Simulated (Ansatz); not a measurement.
# Ge2Sb2Te5: relaxation of cell and atoms with revPBE

Ge2Sb2Te5:

```
Te Sb Ge
1.0
     6.83914   -3.06601    0.00000
     6.83914    3.06601    0.00000
    -6.83098    0.00000    6.84761
Te Sb Ge
5 2 2
Direct
  0.59470 0.59470 0.38643
  0.79529 0.79529 0.19611
  0.00832 0.00832 0.00643
  0.20652 0.20652 0.80980
  0.39996 0.39996 0.59712
  0.90171 0.90171 0.58787
  0.11187 0.11187 0.41735
  0.28429 0.28429 0.18783
  0.49734 0.49734 0.01104
```

The cell comes from a database or a generator and needn't be the stable form of this composition.

| Quantity | Value |
| --- | --- |
| Program | Ansatz 0.2.0 |
| Task | relaxation of cell and atoms |
| Functional | revPBE |
| Potentials or basis | Ansatz PAW |
| Cutoff | 420 eV (not typed: the program's choice for these potentials) |
| k mesh | 4 × 4 × 3 |
| Occupations | fermi-dirac, width 0.05 eV |
| Spin | no spin polarisation |

```json
{
  "Relaxed volume": "33.73 Å³/atom",
  "Relaxed cell": "a = 7.746 Å, b = 7.746 Å, c = 10.089 Å, α = 131.84°, β = 131.84°, γ = 46.92°",
  "Space group after relaxing (to 0.05 Å)": "Cm (No. 8)",
  "Energy gained by relaxing": "11.4 meV/atom",
  "Ionic steps": "13",
  "Pressure after relaxing": "0.0 GPa",
  "Largest force after relaxing": "0.007 eV/Å",
  "Band gap on the k mesh": "0.23 eV, direct"
}
```

Forces in eV/Å, atoms in the order of the input:
```
Te  -0.007  0.000 -0.002
Te   0.002  0.000 -0.001
Te  -0.003  0.000 -0.001
Te   0.003  0.000  0.003
Te   0.001  0.000  0.001
Sb   0.004  0.000  0.001
Sb  -0.001  0.000 -0.001
Ge   0.002  0.000  0.000
Ge  -0.001  0.000 -0.002
```

The path:
| step | energy change (eV) | largest force (eV/Å) | volume (Å³) |
| --- | --- | --- | --- |
| 1 | 0.0000 | 0.1584 | 287.17 |
| 2 | -0.0240 | 0.1637 | 294.62 |
| 3 | -0.0374 | 0.1180 | 295.13 |
| 4 | -0.0508 | 0.1395 | 296.50 |
| 5 | -0.0608 | 0.2933 | 298.59 |
| 6 | -0.0818 | 0.0966 | 299.48 |
| 7 | -0.0870 | 0.1093 | 300.44 |
| 8 | -0.0888 | 0.1070 | 305.33 |
| 9 | -0.0967 | 0.1149 | 305.08 |
| 10 | -0.0997 | 0.0292 | 303.70 |
| 11 | -0.1002 | 0.0176 | 303.71 |
| 12 | -0.1003 | 0.0070 | 303.57 |
| 13 | -0.1027 | 0.0070 | 303.57 |

Final structure:
```
CELL_PARAMETERS angstrom
7.10495 -3.08420 -0.12085
7.10495 3.08420 -0.12085
-7.21747 0.00000 7.04945
ATOMIC_POSITIONS crystal
Te 0.59869 0.59869 0.37361
Te 0.80821 0.80821 0.20844
Te 0.00898 0.00898 0.99587
Te 0.21439 0.21439 0.80505
Te 0.40102 0.40102 0.59346
Sb 0.88886 0.88886 0.57731
Sb 0.11060 0.11060 0.43411
Ge 0.28287 0.28287 0.21418
Ge 0.48639 0.48639 0.99797
```

Levels at points of the mesh, in eV from the valence-band top:
```csv
k point,band 65,band 66,band 67,band 68,band 69,band 70,band 71,band 72,band 73,band 74
"(0.00, 0.00, 0.00)",-1.36,-0.82,-0.65,-0.58,-0.43,1.09,1.48,2.19,2.47,3.06
"(0.00, -0.50, 0.00)",-0.95,-0.79,-0.58,-0.40,0.00,0.23,0.69,0.89,1.25,1.47
"(-0.50, -0.50, 0.00)",-2.15,-2.01,-0.88,-0.85,-0.60,2.23,2.54,2.66,2.75,2.88
```

Run time: 5.1 min on 4 threads of Arm Neoverse N1 (shared host), peak memory 1.2 GiB.

Caveat: odd divisions of the mesh miss points on the zone boundary, where band edges often lie, so the gap on the mesh can be too wide; the plane-wave basis is chosen anew once the cell has moved, so the energies of steps on either side of that aren't comparable; spin-orbit coupling is left out, which moves the levels of the heavy elements; the PAW data sets come from PBE, with cores solved anew for the run's functional, which leaves a small shift of forces and pressure. A k mesh can miss the band edges.
